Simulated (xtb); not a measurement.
# quartet CH7BNSi at GFN0-xTB (coordinate angle, coordinate atoms (2, 1, 5), force constant 1 in the program's units, held value 134.1 degree)

Aim: a geometry optimisation of quartet CH7BNSi. 

The results are computed with xtb 6.7.1.

1 further run of the same task is left out (set aside as unsound or not needed).

## 1. The system as given

CH7BNSi has 11 atoms, charge 0, and is taken as a quartet. SMILES of the parent species: `NBC[SiH2]`. Geometry: relaxed at GFN2-xTB. This is one conformer, not always the lowest. That shape belongs to the parent species and isn't relaxed for this state. The run starts from this shape.

Bond lengths: N1–B2 1.385 Å, B2–C3 1.574 Å, C3–Si4 1.901 Å, N1–H5 1.006 Å, N1–H6 1.007 Å, B2–H7 1.175 Å, C3–H8 1.094 Å, C3–H9 1.090 Å, Si4–H10 1.463 Å, Si4–H11 1.462 Å. Some angles: N1–B2–C3 119.9°, B2–C3–Si4 110.6°, N1–B2–H7 118.3°, C3–B2–H7 121.8°, B2–N1–H5 124.1°, B2–N1–H6 123.4°, B2–C3–H8 112.0°, B2–C3–H9 111.9°, Si4–C3–H8 107.4°, Si4–C3–H9 107.8°.

## 2. A geometry optimisation at GFN0-xTB (coordinate angle, coordinate atoms (2, 1, 5), force constant 1 in the program's units, held value 134.1 degree)

Contents of xcontrol:

```
$constrain
   force constant=1
   angle: 2, 1, 5, 134.1
$end
```

Contents of input.xyz:

```xyz
11

N     -0.99927     1.48458     0.45570
B     -0.08201     1.00312    -0.46299
C      0.89871    -0.15884    -0.05592
Si     0.13296    -1.85140    -0.45732
H     -1.67236     2.20508     0.25605
H     -1.06665     1.14541     1.40120
H     -0.09070     1.45515    -1.54705
H      1.12614    -0.14796     1.01425
H      1.85115    -0.09029    -0.58167
H      1.05621    -2.96073    -0.21795
H     -1.15417    -2.08412     0.19569
```

Started as:

```sh
$ xtb input.xyz --norestart --wbo -o --gfn 0 -I xcontrol --uhf 3 > xtb.out 2> xtb.err
```

**Question.** What will come out? Wanted: total energy at the end; dipole moment; HOMO energy; LUMO energy; dispersion energy; mean polarisability.

Computed results:

Level: GFN0-xTB (coordinate angle, coordinate atoms (2, 1, 5), force constant 1 in the program's units, held value 134.1 degree).

```
                      quantity         value
       total energy at the end  -11.94794 Eh
                 dipole moment        0.95 D
   HOMO energy (partly filled)      -8.38 eV
                   LUMO energy      -6.09 eV
             dispersion energy  -6.38 kJ/mol
mean polarisability (D4 model)    77.4 bohr³
```

At the final geometry: Bond lengths: N1–B2 1.393 Å, B2–C3 1.495 Å, N1–H5 0.998 Å, N1–H6 1.006 Å, B2–H7 1.191 Å, C3–H8 1.079 Å, C3–H9 1.078 Å, Si4–H10 1.414 Å, Si4–H11 1.414 Å. Angles: N1–B2–C3 119.9°, N1–B2–H7 119.8°, C3–B2–H7 120.3°, B2–N1–H5 133.6°, B2–N1–H6 117.2°, B2–C3–H8 121.4°, B2–C3–H9 122.7°, H5–N1–H6 109.2°, H8–C3–H9 115.7°, H10–Si4–H11 115.5°. A long bond or contact: C3–Si4 3.138 Å.
